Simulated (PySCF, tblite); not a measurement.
# C6H16BPSi: geometry, infrared bands and NMR shifts

Aim: predict the infrared bands and NMR shifts of C6H16BPSi (`CB(C)P1CC[C@@H]([SiH3])C1`).

Programs: tblite 0.8.0 and PySCF 2.14.0, with density-fitted response routines of our own. Each step states its level of theory. These are calculated values for one molecule in the gas phase, unless marked as measured. Atoms count from 0, in the outputs and in this text.

### 1 Starting geometry

25 atoms, charge 0, multiplicity 1; geometry from: force field or distance geometry start.

Bonds of the start (Å): C0–B1 1.60, B1–C2 1.60, B1–P3 1.95, P3–C4 1.89, C4–C5 1.53, C5–C6 1.52, C6–Si7 1.87, C6–C8 1.52, C8–P3 1.87, C0–H9 1.11, C0–H10 1.10, C0–H11 1.11, C2–H12 1.10, C2–H13 1.12, C2–H14 1.11, C4–H15 1.11, C4–H16 1.11, C5–H17 1.12, C5–H18 1.11, C6–H19 1.12, Si7–H20 1.47, Si7–H21 1.48, Si7–H22 1.46, C8–H23 1.12, C8–H24 1.10.

### 2 Optimising the geometry with GFN2-xTB

Job settings and geometry (Å):

```
{"job": {"kind": "relax", "xc": "GFN2-xTB", "basis": "xTB"}, "charge": 0, "multiplicity": 1}
C      2.925800     1.034700     0.937200
B      1.900600     0.450600    -0.148500
C      2.336500    -0.864900    -0.942800
P      0.343300     1.510900    -0.663400
C     -0.510200     1.486800     1.022900
C     -1.684300     0.511300     0.956700
C     -1.332800    -0.571600    -0.053700
Si    -2.826800    -1.612300    -0.489300
C     -0.746500     0.120800    -1.269400
H      3.018200     0.318800     1.782000
H      3.905100     1.198500     0.464500
H      2.537700     2.002000     1.331400
H      3.321800    -1.208500    -0.603200
H      2.373500    -0.630900    -2.033000
H      1.590600    -1.663900    -0.763000
H      0.186700     1.189400     1.836900
H     -0.878800     2.512800     1.249200
H     -1.871600     0.067000     1.962600
H     -2.591400     1.063500     0.636900
H     -0.563400    -1.248500     0.396900
H     -3.356100    -2.258000     0.724100
H     -3.875600    -0.755600    -1.075100
H     -2.433900    -2.636200    -1.456900
H     -1.572700     0.584600    -1.866000
H     -0.206600    -0.577000    -1.927600
```

The run is started by

```bash
$ OMP_NUM_THREADS=1 python probes_run.py task.json out
```

This one command runs all jobs of the session in turn.

The program printed:

```text
step      E/eV     max force
  0    -720.03510    1.033
  1    -720.15275    0.785
  2    -720.21838    0.411
  3    -720.23587    0.223
  4    -720.24242    0.162
  5    -720.24546    0.123
  6    -720.24905    0.130
  7    -720.25142    0.094
  8    -720.25297    0.069
  9    -720.25399    0.058
 10    -720.25512    0.083
 11    -720.25646    0.092
 12    -720.25781    0.070
 13    -720.25883    0.065
 14    -720.25961    0.063
 15    -720.26041    0.077
 16    -720.26135    0.081
 17    -720.26227    0.064
 18    -720.26295    0.054
 19    -720.26342    0.040
 20    -720.26383    0.042
 21    -720.26427    0.045
 22    -720.26471    0.048
 23    -720.26517    0.056
 24    -720.26564    0.053
 25    -720.26613    0.053
 26    -720.26661    0.055
 27    -720.26703    0.048
 28    -720.26742    0.051
 29    -720.26780    0.043
 30    -720.26818    0.045
 31    -720.26854    0.050
 32    -720.26889    0.049
 33    -720.26925    0.041
 34    -720.26966    0.051
 35    -720.27010    0.050
 36    -720.27051    0.045
 37    -720.27086    0.038
 38    -720.27118    0.041
 39    -720.27149    0.041
 40    -720.27178    0.037
 41    -720.27206    0.039
 42    -720.27237    0.047
 43    -720.27274    0.052
 44    -720.27317    0.054
 45    -720.27355    0.049
 46    -720.27387    0.044
 47    -720.27417    0.053
 48    -720.27450    0.047
 49    -720.27484    0.042
 50    -720.27514    0.034
 51    -720.27542    0.045
 52    -720.27572    0.046
 53    -720.27608    0.039
 54    -720.27649    0.043
 55    -720.27691    0.063
 56    -720.27732    0.082
 57    -720.27770    0.072
 58    -720.27798    0.035
 59    -720.27815    0.021
 60    -720.27826    0.028
 61    -720.27836    0.033
 62    -720.27846    0.029
 63    -720.27857    0.021
 64    -720.27866    0.022
 65    -720.27874    0.023
 66    -720.27883    0.022
 67    -720.27893    0.025
 68    -720.27903    0.021
 69    -720.27914    0.021
 70    -720.27923    0.020
 71    -720.27933    0.024
 72    -720.27943    0.026
 73    -720.27954    0.024
 74    -720.27964    0.018
 75    -720.27971    0.019
 76    -720.27978    0.019
 77    -720.27986    0.022
 78    -720.27995    0.025
 79    -720.28003    0.020
 80    -720.28009    0.022
 81    -720.28016    0.019
 82    -720.28026    0.029
 83    -720.28037    0.034
 84    -720.28048    0.026
 85    -720.28055    0.016
 86    -720.28062    0.023
 87    -720.28072    0.031
 88    -720.28082    0.026
 89    -720.28091    0.019
 90    -720.28096    0.018
 91    -720.28101    0.019
 92    -720.28108    0.025
 93    -720.28114    0.021
 94    -720.28117    0.010
 95    -720.28119    0.010
 96    -720.28121    0.016
 97    -720.28124    0.017
 98    -720.28126    0.011
 99    -720.28128    0.008
```

Wall time 0.9 s (1 thread of Arm Neoverse V2, shared host); peak memory 0.18 GiB.

Step by step: (not every step is listed)

| step | energy from step 0 (eV) | largest force (eV/Å) |
| --- | --- | --- |
| 0 | 0.0000 | 1.0325 |
| 1 | -0.1176 | 0.7852 |
| 2 | -0.1833 | 0.4111 |
| 3 | -0.2008 | 0.2229 |
| 4 | -0.2073 | 0.1618 |
| 5 | -0.2104 | 0.1232 |
| 6 | -0.2139 | 0.1301 |
| 7 | -0.2163 | 0.0940 |
| 8 | -0.2179 | 0.0690 |
| 16 | -0.2262 | 0.0810 |
| 24 | -0.2305 | 0.0533 |
| 32 | -0.2338 | 0.0494 |
| 40 | -0.2367 | 0.0373 |
| 48 | -0.2394 | 0.0474 |
| 56 | -0.2422 | 0.0823 |
| 64 | -0.2436 | 0.0221 |
| 72 | -0.2443 | 0.0255 |
| 80 | -0.2450 | 0.0221 |
| 88 | -0.2457 | 0.0256 |
| 94 | -0.2461 | 0.0105 |
| 95 | -0.2461 | 0.0097 |
| 96 | -0.2461 | 0.0158 |
| 97 | -0.2461 | 0.0165 |
| 98 | -0.2462 | 0.0114 |
| 99 | -0.2462 | 0.0083 |

Distances of close pairs at the start and the end, largest changes first:

| bond | before (Å) | after (Å) | change (Å) |
| --- | --- | --- | --- |
| B1–P3 | 1.953 | 1.894 | -0.059 |
| C6–Si7 | 1.872 | 1.903 | +0.030 |
| C8–H23 | 1.120 | 1.093 | -0.026 |
| C2–H13 | 1.116 | 1.090 | -0.026 |
| C0–H11 | 1.114 | 1.089 | -0.025 |
| C0–B1 | 1.603 | 1.578 | -0.025 |
| C5–H17 | 1.115 | 1.092 | -0.024 |
| C4–H16 | 1.113 | 1.091 | -0.022 |

The end geometry stands in the next job.

### 3 Vibrational analysis with GFN2-xTB

Job settings and geometry (Å):

```
{"job": {"kind": "ir", "xc": "GFN2-xTB", "basis": "xTB"}, "charge": 0, "multiplicity": 1}
C      2.840868     0.887484     1.037151
B      1.942128     0.414999    -0.171049
C      2.448412    -0.757185    -1.101456
P      0.400482     1.408876    -0.642930
C     -0.523503     1.558695     0.990925
C     -1.741162     0.635877     0.902551
C     -1.374185    -0.541243     0.001139
Si    -2.840328    -1.691135    -0.383198
C     -0.777911     0.091077    -1.251475
H      2.971356     0.079902     1.758439
H      3.843681     1.139199     0.691302
H      2.455640     1.752467     1.575069
H      3.462931    -1.083269    -0.880631
H      2.413117    -0.469341    -2.152233
H      1.804051    -1.633095    -1.011548
H      0.133033     1.264425     1.811018
H     -0.819792     2.595934     1.156587
H     -2.047267     0.299735     1.894977
H     -2.578556     1.179231     0.459206
H     -0.583101    -1.111269     0.505864
H     -3.330990    -2.276859     0.865739
H     -3.905888    -0.917301    -1.022092
H     -2.386392    -2.751020    -1.286002
H     -1.558610     0.570625    -1.848263
H     -0.258950    -0.622664    -1.889957
```

The program printed:

```text
mode    cm-1     km/mol
  1      37.8      0.58
  2      49.3      0.22
  3      61.6      0.01
  4      92.8      2.85
  5     105.5      0.02
  6     126.8      0.10
  7     156.4      1.56
  8     183.7      3.03
  9     194.6      0.15
 10     257.7      0.62
 11     276.9      0.05
 12     334.9      0.28
 13     361.9      1.98
 14     403.6      4.04
 15     456.2     13.82
 16     534.1     15.90
 17     542.8     45.92
 18     548.9     44.53
 19     695.1     10.41
 20     721.0     10.84
 21     727.4      3.38
 22     768.3     78.46
 23     779.2    152.50
 24     784.1    160.67
 25     789.1    393.16
 26     817.9     11.07
 27     826.7     68.87
 28     845.6     16.54
 29     861.8      6.47
 30     867.1     92.59
 31     933.6      5.59
 32     983.1      5.00
 33    1029.1      5.39
 34    1056.9      2.08
 35    1066.8    200.56
 36    1095.4      1.17
 37    1124.2    101.08
 38    1146.1      7.74
 39    1183.9      6.00
 40    1187.6      9.57
 41    1241.0      8.32
 42    1254.5      4.99
 43    1298.2      7.35
 44    1335.0      3.95
 45    1384.5     34.22
 46    1390.3     12.53
 47    1458.6      0.31
 48    1464.7      0.41
 49    1485.7      1.95
 50    1491.5      1.02
 51    1492.9      1.06
 52    1495.2      1.06
 53    1498.9      1.86
 54    2259.9    314.36
 55    2261.5    325.26
 56    2266.0    234.99
 57    2893.9     35.21
 58    2942.0     22.83
 59    2954.0      7.28
 60    2968.8     61.02
 61    2975.1     32.33
 62    2980.3     38.86
 63    2984.6     15.10
 64    2990.4     39.16
 65    2993.6     21.58
 66    3003.4     18.13
 67    3007.3     40.29
 68    3018.1     17.29
 69    3024.5     47.87
```

Wall time 1.2 s (1 thread of Arm Neoverse V2, shared host); peak memory 0.18 GiB.

Which atoms move in the most intense modes:

| cm⁻¹ | km/mol | atoms |
| --- | --- | --- |
| 779 | 152.5 | H20 42 %, H22 39 % |
| 784 | 160.7 | H21 58 %, H22 21 %, H20 17 % |
| 789 | 393.2 | H22 25 %, H20 24 %, H21 17 % |
| 1067 | 200.6 | B1 49 %, H12 13 % |
| 1124 | 101.1 | B1 64 %, C0 10 % |
| 2260 | 314.4 | H22 96 % |
| 2262 | 325.3 | H20 96 % |
| 2266 | 235.0 | H21 96 % |

### 4 Shielding tensors: PBE0/pcSseg-1

Same as in step 3 but for these lines:

```diff
@@ -1,2 +1,2 @@
-{"job": {"kind": "ir", "xc": "GFN2-xTB", "basis": "xTB"}, "charge": 0, "multiplicity": 1}
+{"job": {"kind": "nmr", "xc": "PBE0", "basis": "pcSseg-1"}, "charge": 0, "multiplicity": 1}
 C      2.840868     0.887484     1.037151
```

Method: GIAO PBE0/pcSseg-1 NMR shielding, non-relativistic, gas phase.

The program printed:

```text
coarse grid: 20776 points
cycle   1  E = -893.2091350772  dE =  7.186e-01  |g| = 5.259e-01  |ddm| = 4.414e+00
cycle   2  E = -893.1861058025  dE =  2.303e-02  |g| = 6.080e-01  |ddm| = 1.046e+00
cycle   3  E = -893.2828949794  dE = -9.679e-02  |g| = 6.865e-02  |ddm| = 6.204e-01
cycle   4  E = -893.2839865132  dE = -1.092e-03  |g| = 2.858e-02  |ddm| = 1.240e-01
cycle   5  E = -893.2841968391  dE = -2.103e-04  |g| = 5.546e-03  |ddm| = 3.429e-02
cycle   6  E = -893.2842039738  dE = -7.135e-06  |g| = 2.133e-03  |ddm| = 9.013e-03
final grid: 188264 points
cycle   7  E = -893.3357963975  dE = -5.922e-05  |g| = 1.056e-02  |ddm| = 4.181e-02
cycle   8  E = -893.3357781268  dE =  1.827e-05  |g| = 1.334e-02  |ddm| = 2.335e-02
cycle   9  E = -893.3358260555  dE = -4.793e-05  |g| = 9.295e-04  |ddm| = 1.450e-02
cycle  10  E = -893.3358262816  dE = -2.261e-07  |g| = 2.612e-04  |ddm| = 1.624e-03
cycle  11  E = -893.3358262980  dE = -1.638e-08  |g| = 6.906e-05  |ddm| = 2.892e-04
cycle  12  E = -893.3358262992  dE = -1.192e-09  |g| = 2.435e-05  |ddm| = 1.125e-04
cycle  13  E = -893.3358262993  dE = -1.635e-10  |g| = 5.030e-06  |ddm| = 3.750e-05
converged SCF energy = -893.3358262993

GIAO shielding tensors (ppm)
atom      isotropic    diamagn.    paramagn.     s11        s22        s33       span
  0 C      170.143     252.171     -82.027    148.567    177.586    184.277     35.710
  1 B        2.182     192.222    -190.039    -79.216    -34.417    120.179    199.395
  2 C      174.140     253.628     -79.488    154.518    179.985    187.916     33.398
  3 P      347.026     969.125    -622.099    279.656    318.464    442.956    163.300
  4 C      161.619     253.177     -91.558    126.135    166.966    191.755     65.621
  5 C      150.972     249.670     -98.699    122.946    157.514    172.455     49.508
  6 C      154.827     253.288     -98.462    144.966    148.552    170.962     25.995
  7 Si     416.004     880.301    -464.297    379.587    396.937    471.487     91.900
  8 C      154.609     255.198    -100.590    133.863    151.172    178.791     44.929
  9 H       30.897      30.870       0.027     27.780     28.895     36.014      8.234
 10 H       30.700      28.517       2.183     26.481     28.504     37.114     10.633
 11 H       30.254      31.813      -1.558     25.646     31.795     33.323      7.677
 12 H       30.581      30.168       0.413     26.302     29.097     36.342     10.040
 13 H       30.426      31.180      -0.754     25.567     30.359     35.351      9.784
 14 H       30.861      33.229      -2.368     25.686     31.782     35.116      9.430
 15 H       29.453      33.651      -4.199     23.690     28.516     36.152     12.463
 16 H       29.295      31.453      -2.158     23.635     27.071     37.179     13.544
 17 H       29.502      31.760      -2.258     23.438     28.506     36.563     13.125
 18 H       30.684      32.838      -2.154     24.591     29.819     37.642     13.051
 19 H       31.565      34.899      -3.335     27.800     30.283     36.611      8.811
 20 H       27.743      28.818      -1.075     23.764     25.625     33.840     10.076
 21 H       28.196      29.431      -1.235     24.817     26.332     33.439      8.622
 22 H       27.766      28.945      -1.179     23.725     26.217     33.355      9.629
 23 H       30.418      33.889      -3.471     24.834     29.003     37.416     12.582
 24 H       29.412      34.812      -5.400     24.596     28.072     35.567     10.971
```

It took 51 s on 1 thread of Arm Neoverse V2, shared host; peak memory 1.1 GiB.

The references, computed at this level on geometries of the same kind, shield at (ppm): ¹H TMS 31.72, ¹³C TMS 186.9, ²⁹Si TMS 349.2, ³¹P H3PO4 318.4, ¹¹B BF3·OEt2 100.1. Their shielding less the atom's gives the shift. The references are single molecules in the gas phase, so shifts against H2O, NH3, PH3, H3PO4 or CFCl3 are not on the usual liquid scales and can be off by tens of ppm. Atoms listed in one row are averaged.

| atoms | environment | σ (ppm) | δ (ppm) | δ scaled to CDCl3 |
| --- | --- | --- | --- | --- |
| C5 | sp3 CH2 in a ring | 151.0 | 36.0 | 33.2 |
| C8 | sp3 CH2 bonded to P | 154.6 | 32.3 | 29.6 |
| C6 | sp3 CH bonded to Si | 154.8 | 32.1 | 29.4 |
| C4 | sp3 CH2 bonded to P | 161.6 | 25.3 | 22.8 |
| C0, C2 | methyl carbon bonded to B | 172.1 | 14.8 | 12.5 |
| H20, H21, H22 | hydrogen on a silicon bonded to C | 27.90 | 3.82 | – |
| H16 | hydrogen on an sp3 CH2 bonded to P | 29.29 | 2.42 | 2.39 |
| H24 | hydrogen on an sp3 CH2 bonded to P | 29.41 | 2.31 | 2.28 |
| H15 | hydrogen on an sp3 CH2 bonded to P | 29.45 | 2.26 | 2.24 |
| H17 | hydrogen on an sp3 CH2 in a ring | 29.50 | 2.21 | 2.19 |
| H23 | hydrogen on an sp3 CH2 bonded to P | 30.42 | 1.30 | 1.33 |
| H9, H10, H11, H12, H13, H14 | hydrogen on a methyl carbon bonded to B | 30.62 | 1.10 | 1.14 |
| H18 | hydrogen on an sp3 CH2 in a ring | 30.68 | 1.03 | 1.08 |
| H19 | hydrogen on an sp3 CH bonded to Si | 31.56 | 0.15 | 0.25 |
| B1 | boron bonded to 2 C, P | 2.2 | 97.9 | – |
| P3 | phosphorus bonded to 2 C, B, in a 5-membered ring | 347.0 | -28.7 | – |
| Si7 | silicon bonded to C, 3 H | 416.0 | -66.8 | – |

The scaled column applies a straight-line fit of computed shieldings to shifts measured in CDCl3 (root-mean-square error 0.16 ppm for H, 1.9 ppm for C).

Charges from the same density, by scheme (e):

| atoms | Mulliken | IAO | Hirshfeld | ESP fit |
| --- | --- | --- | --- | --- |
| C0, C2 | -0.50 | -0.57 | -0.20 | -0.67 |
| B1 | 0.29 | 0.11 | 0.14 | 0.69 |
| P3 | 0.15 | 0.35 | 0.07 | -0.58 |
| C4 | -0.41 | -0.42 | -0.11 | 0.41 |
| C5 | -0.15 | -0.25 | -0.07 | -0.40 |
| C6 | -0.56 | -0.36 | -0.11 | 0.05 |
| Si7 | 0.53 | 0.59 | 0.31 | 0.18 |
| C8 | -0.39 | -0.42 | -0.11 | 0.24 |

Mayer bond orders: C0–B1 1.06, B1–C2 1.04, B1–P3 1.07, P3–C4 0.97, C4–C5 1.02, C5–C6 1.00, C6–Si7 0.89, C6–C8 1.01, C8–P3 0.97.

Ring of atoms P3, C4, C5, C6, C8: NICS(0) -7.7, NICS(1) -5.3, NICS(1)zz -4.7 ppm (means of both faces).

### 5 What came out

```
                                                               quantity                                                     value
                              strongest single infrared mode (GFN2-xTB)                                      789 cm⁻¹, 393 km/mol
                                           zero-point energy (GFN2-xTB)                                            127.0 kcal/mol
¹³C shifts against TMS (PBE0/pcSseg-1, means over atoms taken as alike)                          36.0, 32.3, 32.1, 25.3, 14.8 ppm
 ¹H shifts against TMS (PBE0/pcSseg-1, means over atoms taken as alike)  3.82, 2.42, 2.31, 2.26, 2.21, 1.30, 1.10, 1.03, 0.15 ppm
                            ¹¹B shifts against BF3·OEt2 (PBE0/pcSseg-1)                                                  97.9 ppm
                               ³¹P shifts against H3PO4 (PBE0/pcSseg-1)                                                 -28.7 ppm
                                ²⁹Si shifts against TMS (PBE0/pcSseg-1)                                                 -66.8 ppm
```

**Reading.** Relaxing lowered the energy by 0.246 eV in 99 steps; the close pair that moved most is B1–P3, from 1.953 to 1.894 Å. All 69 modes are real, so the xTB geometry is a minimum. The strongest single mode, at 789 cm⁻¹, is spread over several atoms, H22, H20, H21 among them. GFN2-xTB is a fitted tight-binding method: band positions and strengths are rough. Its intensities can rank the bands wrongly. At PBE0/pcSseg-1: The largest span, 199 ppm, is at B1, where the paramagnetic term is -190 ppm.
